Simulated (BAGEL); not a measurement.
# UHF/cc-pVDZ (density fitting with qzvpp-jkfit) run of SiHBrF (SMILES F[SiH]Br)

What is the vertical ionisation energy of SiHBrF at UHF/cc-pVDZ (density fitting with qzvpp-jkfit)? 

The calculation is run with BAGEL 1.2.2.

1 further run of the same task is left out (it didn't finish).

### 1 The molecule

SiHBrF has 4 atoms, charge 0, and is taken as a doublet. SMILES: `F[SiH]Br`. The shape is that of a PBE0-D4/def2-TZVP optimisation.

Bond lengths: F1–Si2 1.596 Å, Si2–Br3 2.211 Å, Si2–H4 1.491 Å. Angles: F1–Si2–Br3 108.9°, F1–Si2–H4 107.1°, Br3–Si2–H4 108.5°.

### 2 A single-point energy at UHF/cc-pVDZ (density fitting with qzvpp-jkfit)

File input.json:

```json
{ "bagel" : [

{
  "title" : "molecule",
  "basis" : "cc-pvdz.json",
  "df_basis" : "qzvpp-jkfit",
  "angstrom" : true,
  "geometry" : [
    { "atom" : "F", "xyz" : [   -1.077500,   -0.285400,    1.078300 ] },
    { "atom" : "Si", "xyz" : [   -0.289800,   -0.254700,   -0.309800 ] },
    { "atom" : "Br", "xyz" : [    1.852200,   -0.643700,    0.073700 ] },
    { "atom" : "H", "xyz" : [   -0.429400,    1.123400,   -0.862500 ] }
  ]
},
{ "title" : "uhf", "nopen" : 1 },
{ "title" : "print", "file" : "orbitals.molden", "orbitals" : true }

]}
```

The basis set cc-pVDZ is read from a file made from the Basis Set Exchange's data (not shown).

Started as:

```sh
$ BAGEL_NUM_THREADS=1 BAGEL input.json > input.out
```

What it wrote:

```text
* using 1 threads per process

  ===============================================================
  ===============================================================

  *** Geometry ***

  { "atom" : "F", "xyz" : [     -2.036180,     -0.539328,      2.037692 ] },
  { "atom" : "Si", "xyz" : [     -0.547643,     -0.481313,     -0.585437 ] },
  { "atom" : "Br", "xyz" : [      3.500151,     -1.216417,      0.139273 ] },
  { "atom" : "H", "xyz" : [     -0.811448,      2.122918,     -1.629889 ] },

  Number of auxiliary basis functions:      489

  Since a DF basis is specified, we compute 2- and 3-index integrals:
    o Being stored without compression. Storage requirement is 0.016 GB

  Number of basis functions:       64
  Number of electrons      :       59

    * METHOD: MOLECULE                             0.22

  *** Open-shell HF ***

  === Nuclear Repulsion ===
   225.5216557812

      * DIIS with orbital gradients will be used.

  === UHF iteration (cc-pvdz.json) ===
      0      -2961.26912010          0.02614843           0.12
      1      -2961.34853581          0.01931559           0.11
      2      -2961.37979983          0.01170183           0.12
      3      -2961.39980438          0.00110877           0.12
      4      -2961.40049666          0.00030744           0.11
      5      -2961.40057443          0.00010037           0.11
      6      -2961.40059005          0.00003523           0.12
      7      -2961.40059395          0.00001434           0.12
      8      -2961.40059487          0.00000601           0.12
      9      -2961.40059504          0.00000247           0.11
     10      -2961.40059506          0.00000106           0.11
     11      -2961.40059506          0.00000044           0.11
     12      -2961.40059506          0.00000021           0.12
     13      -2961.40059506          0.00000010           0.11
     14      -2961.40059506          0.00000004           0.12
     15      -2961.40059506          0.00000002           0.12
     16      -2961.40059506          0.00000001           0.11
     17      -2961.40059506          0.00000001           0.12
    * SCF iteration converged.

    * S^2 (UHF) is 0.7545

    * Permanent dipole moment:
           (    0.230510,    -0.070009,     0.642723) a.u.

    * METHOD: UHF                                  2.27

    * METHOD: PRINT                                0.01

  ===============================================================
```

It took 2.6 s on 1 thread of Arm Neoverse V1, shared host; peak memory 0.099 GiB.

### 3 The singlet cation

File input.json:

```json
{ "bagel": [

{
  "title": "molecule",
  "basis": "cc-pvdz.json",
  "df_basis": "qzvpp-jkfit",
  "angstrom": true,
  "geometry": [
    { "atom": "F", "xyz": [   -1.077500,   -0.285400,    1.078300 ] },
    { "atom": "Si", "xyz": [   -0.289800,   -0.254700,   -0.309800 ] },
    { "atom": "Br", "xyz": [    1.852200,   -0.643700,    0.073700 ] },
    { "atom": "H", "xyz": [   -0.429400,    1.123400,   -0.862500 ] }
  ]
},
{
  "title": "hf",
  "charge": 1
},
{
  "title": "print",
  "file": "orbitals.molden",
  "orbitals": true
}

]}
```

The basis set cc-pVDZ is read from a file made from the Basis Set Exchange's data (not shown).

Started as:

```sh
$ BAGEL_NUM_THREADS=1 BAGEL input.json > input.out
```

What it wrote:

```text
* using 1 threads per process

  ===============================================================
  ===============================================================

  *** Geometry ***

  { "atom" : "F", "xyz" : [     -2.036180,     -0.539328,      2.037692 ] },
  { "atom" : "Si", "xyz" : [     -0.547643,     -0.481313,     -0.585437 ] },
  { "atom" : "Br", "xyz" : [      3.500151,     -1.216417,      0.139273 ] },
  { "atom" : "H", "xyz" : [     -0.811448,      2.122918,     -1.629889 ] },

  Number of auxiliary basis functions:      489

  Since a DF basis is specified, we compute 2- and 3-index integrals:
    o Being stored without compression. Storage requirement is 0.016 GB

  Number of basis functions:       64
  Number of electrons      :       59

    * METHOD: MOLECULE                             0.22

  *** RHF ***

  === Nuclear Repulsion ===
   225.5216557812

      * DIIS with orbital gradients will be used.

  === RHF iteration (cc-pvdz.json) ===
      0      -2960.92409727          0.01533281           0.06
      1      -2961.00092163          0.01173275           0.05
      2      -2961.06320357          0.00104386           0.05
      3      -2961.06430395          0.00035395           0.06
      4      -2961.06442047          0.00014831           0.06
      5      -2961.06444946          0.00004883           0.06
      6      -2961.06445377          0.00001801           0.05
      7      -2961.06445440          0.00000590           0.05
      8      -2961.06445446          0.00000210           0.06
      9      -2961.06445447          0.00000099           0.06
     10      -2961.06445447          0.00000052           0.06
     11      -2961.06445447          0.00000022           0.06
     12      -2961.06445447          0.00000007           0.06
     13      -2961.06445447          0.00000003           0.06
     14      -2961.06445447          0.00000001           0.06
     15      -2961.06445447          0.00000001           0.06
    * SCF iteration converged.

    * Permanent dipole moment:
           (    1.517908,    -0.172683,     1.550961) a.u.

    * METHOD: HF                                   1.09

    * METHOD: PRINT                                0.01

  ===============================================================
```

Wall time 1.4 s (1 thread of Arm Neoverse V1, shared host); peak memory 0.099 GiB.

### 4 Summary of results

Level: UHF/cc-pVDZ (density fitting with qzvpp-jkfit).

| quantity | value |
| --- | --- |
| doublet SiHBrF: total energy | -2961.40060 Eh |
| doublet SiHBrF: dipole moment | 1.74 D |
| doublet SiHBrF: ⟨S²⟩ | 0.754 |
| singlet cation: total energy | -2961.06445 Eh |
| singlet cation: HOMO energy | -18.10 eV |
| singlet cation: LUMO energy | -8.22 eV |
| singlet cation: HOMO–LUMO gap | 9.88 eV |
| vertical ionisation energy (to the singlet cation) | 9.147 eV |

**Reading.** The vertical ionisation energy comes to 9.15 eV (211 kcal/mol). Only the singlet of the ionised species was computed; a triplet could lie lower.
